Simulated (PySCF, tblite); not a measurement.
# C6H16OSSi: geometry, infrared bands and NMR shifts

Aim: predict the infrared bands and NMR shifts of C6H16OSSi (`CCC(C)(C)O[SiH2]SC`).

The runs use tblite 0.8.0 and PySCF 2.14.0, with density-fitted response routines of our own; the level of theory stands in each step. All values are computed, except where a source is named. Atoms are numbered from 0 throughout.

**1. Starting geometry**

25 atoms, charge 0, multiplicity 1; geometry from: force field or distance geometry start.

Bonds of the start (Å): C0–C1 1.50, C1–C2 1.53, C2–C3 1.53, C2–C4 1.51, C2–O5 1.37, O5–Si6 1.70, Si6–S7 2.14, S7–C8 1.81, C0–H9 1.13, C0–H10 1.13, C0–H11 1.08, C1–H12 1.12, C1–H13 1.12, C3–H14 1.10, C3–H15 1.12, C3–H16 1.11, C4–H17 1.12, C4–H18 1.12, C4–H19 1.11, Si6–H20 1.49, Si6–H21 1.47, C8–H22 1.14, C8–H23 1.12, C8–H24 1.10.

**2. Geometry optimisation with GFN2-xTB**

What the job is given:

```
{"job": {"kind": "relax", "xc": "GFN2-xTB", "basis": "xTB"}, "charge": 0, "multiplicity": 1}
C     -2.425100     1.692200    -0.629700
C     -2.104500     0.857100     0.569400
C     -0.934900    -0.092700     0.327200
C     -1.273900    -1.037900    -0.831600
C     -0.777200    -0.934600     1.572400
O      0.211900     0.576100    -0.028300
Si     1.443800    -0.560700    -0.292200
S      3.054800     0.155900    -1.508300
C      4.476400     0.400800    -0.408700
H     -3.507000     1.519600    -0.890600
H     -2.415300     2.782400    -0.334800
H     -1.800900     1.503800    -1.491800
H     -3.039400     0.336600     0.904800
H     -1.789100     1.507500     1.424900
H     -0.699000    -0.773300    -1.728900
H     -1.002900    -2.059300    -0.467300
H     -2.364100    -1.025400    -1.021700
H     -0.322000    -0.302600     2.376000
H     -1.788300    -1.302100     1.865400
H     -0.154000    -1.840100     1.411800
H      2.017400    -0.901100     1.044600
H      0.980400    -1.814900    -0.899200
H      4.085400     1.034600     0.459100
H      4.787300    -0.563800     0.062700
H      5.329300     0.866100    -0.918700
```

Started as:

```
$ OMP_NUM_THREADS=1 python probes_run.py task.json out
```

The driver reads the jobs from task.json and runs them one after another.

**Question.** This job is followed by: GFN2-xTB harmonic vibrations, gas phase; GIAO PBE0/pcSseg-1 NMR shielding, non-relativistic, gas phase. Predict these results of the whole session: strongest single infrared mode (GFN2-xTB); zero-point energy (GFN2-xTB); 13C shifts against TMS (PBE0/pcSseg-1, means over atoms taken as alike); 1H shifts against TMS (PBE0/pcSseg-1, means over atoms taken as alike); 17O shifts against H2O (PBE0/pcSseg-1); 29Si shifts against TMS (PBE0/pcSseg-1); 33S shifts against CS2 (PBE0/pcSseg-1); surface potential, 1st and 99th percentile.

As calculated:

```
                                                               quantity                             value
                              strongest single infrared mode (GFN2-xTB)              771 cm⁻¹, 441 km/mol
                                           zero-point energy (GFN2-xTB)                    130.6 kcal/mol
13C shifts against TMS (PBE0/pcSseg-1, means over atoms taken as alike)    75.1, 41.0, 30.2, 9.8, 7.9 ppm
 1H shifts against TMS (PBE0/pcSseg-1, means over atoms taken as alike)  5.42, 1.78, 1.44, 1.34, 1.15 ppm
                                 17O shifts against H2O (PBE0/pcSseg-1)                          64.4 ppm
                                29Si shifts against TMS (PBE0/pcSseg-1)                         -20.1 ppm
                                 33S shifts against CS2 (PBE0/pcSseg-1)                          -212 ppm
                                  surface potential, 1st and 99th percentile                -1.21 V and 0.86 V
```

In words: Relaxing lowered the energy by 1.484 eV in 153 steps; the close pair that moved most is O5–Si6, from 1.697 to 1.595 Å. No mode is imaginary among the 69: a minimum at this level. The strongest single mode, at 771 cm⁻¹, moves mainly H20 and H21. GFN2-xTB is a fitted tight-binding method: band positions and strengths are rough. Its intensities can rank the bands wrongly. The most deshielded carbon is C2 (fully substituted sp3 carbon bonded to O), at 75.1 ppm: pulled downfield by the heteroatom. At PBE0/pcSseg-1: The largest span, 289 ppm, is at S7, where the paramagnetic term is -346 ppm.
